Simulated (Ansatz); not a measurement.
Task: a ladder of methods at one geometry of C₂H₇NSSi, SMILES C[SiH]1NCS1, with the Python package of Ansatz (0.2.0). Give the script and its output. Settings (for the species named): r2SCAN, cc-pVDZ basis, multiplicity 1. The script varies functional: r2scan, b3lyp, pbe, cam_b3lyp, revpbe.

```xyz
12

C    -1.6004   -0.0059    0.7341
Si    0.1412    0.3227    0.8270
N     1.0753   -0.7776   -0.0568
C     1.0109   -0.1795   -1.3959
S     0.9085    1.5171   -0.7309
H    -2.2149    0.9235    1.0733
H    -1.9280   -0.8110    1.3417
H    -1.9447   -0.1508   -0.3061
H     0.7535    0.6034    2.1918
H     2.0623   -0.6275    0.3062
H     1.7702   -0.3833   -2.0442
H     0.0429   -0.4862   -1.9063
```

The script, `methods_c2h7nssi.py`:
```python
'''One geometry of C2H7NSSi, method by method.'''

from pathlib import Path

import ansatz as az
from ase import Atoms
import numpy as np

atoms = Atoms(['C', 'Si', 'N', 'C', 'S', 'H', 'H', 'H', 'H', 'H', 'H', 'H'], positions=[
    (-1.6004, -0.0059, 0.7341),
    (0.1412, 0.3227, 0.827),
    (1.0753, -0.7776, -0.0568),
    (1.0109, -0.1795, -1.3959),
    (0.9085, 1.5171, -0.7309),
    (-2.2149, 0.9235, 1.0733),
    (-1.928, -0.811, 1.3417),
    (-1.9447, -0.1508, -0.3061),
    (0.7535, 0.6034, 2.1918),
    (2.0623, -0.6275, 0.3062),
    (1.7702, -0.3833, -2.0442),
    (0.0429, -0.4862, -1.9063),
])
geometry = az.Crystal.molecule_from_ase(atoms)

model = geometry.calculation().basis(gaussian='cc-pVDZ')

print('functional    E (Ha)        dipole (D)   HOMO (eV)  LUMO (eV)')
for name in ['r2scan', 'b3lyp', 'pbe', 'cam_b3lyp', 'revpbe']:
    data = model.functional(name).forces().orbitals().run(threads=1, runs_dir='runs').report
    lines = Path(data['orbitals_path']).read_text().splitlines()
    field_of = lambda key: [line.split('=')[1].strip() for line in lines if line.startswith(key)]
    orbitals = [(27.211386 * float(e), s, float(n)) for e, s, n in zip(field_of('Ene='), field_of('Spin='), field_of('Occup='))]
    homo = max(e for e, _, n in orbitals if n > 0.5)
    lumo = min(e for e, _, n in orbitals if n < 0.5)
    dipole = 4.803205 * np.linalg.norm(data['charge_distribution']['dipole_moment_e_ang'])
    print(f'{name:10s} {data["free_energy_ev"] / 27.211386246:14.6f} {dipole:9.3f} {homo:11.3f} {lumo:10.3f}')
```

Output of `python methods_c2h7nssi.py`:
```text
functional    E (Ha)        dipole (D)   HOMO (eV)  LUMO (eV)
r2scan        -822.713858     1.637      -4.574     -0.176
b3lyp         -822.876414     1.534      -5.365      0.242
pbe           -822.341599     1.547      -4.274     -0.465
cam_b3lyp     -822.780034     1.549      -6.968      1.545
revpbe        -822.665677     1.559      -4.241     -0.370
```

Caveats:
- Total energies depend on the basis set; only differences at equal settings carry meaning.
- The geometry is a force-field or estimated start, not a minimum of this method, and the basis set is short of its limit. A lower total doesn't mark the better method: functionals have no common bound, and MP2 and coupled cluster aren't variational.
- b3lyp holds the VWN-RPA fit, as in Gaussian; the form of ORCA and Turbomole is b3lyp5.
- Levels such as HOMO and LUMO are orbital energies: with these approximate functionals they aren't the ionisation energy and electron affinity, and their gap isn't the fundamental gap.
- For Al to Cl the sets with a tight d function, cc-pV(X+d)Z, are usual.
- Finished in 33 s on 1 thread of Arm Neoverse V1, with other jobs on the host, peak memory 0.38 GiB.
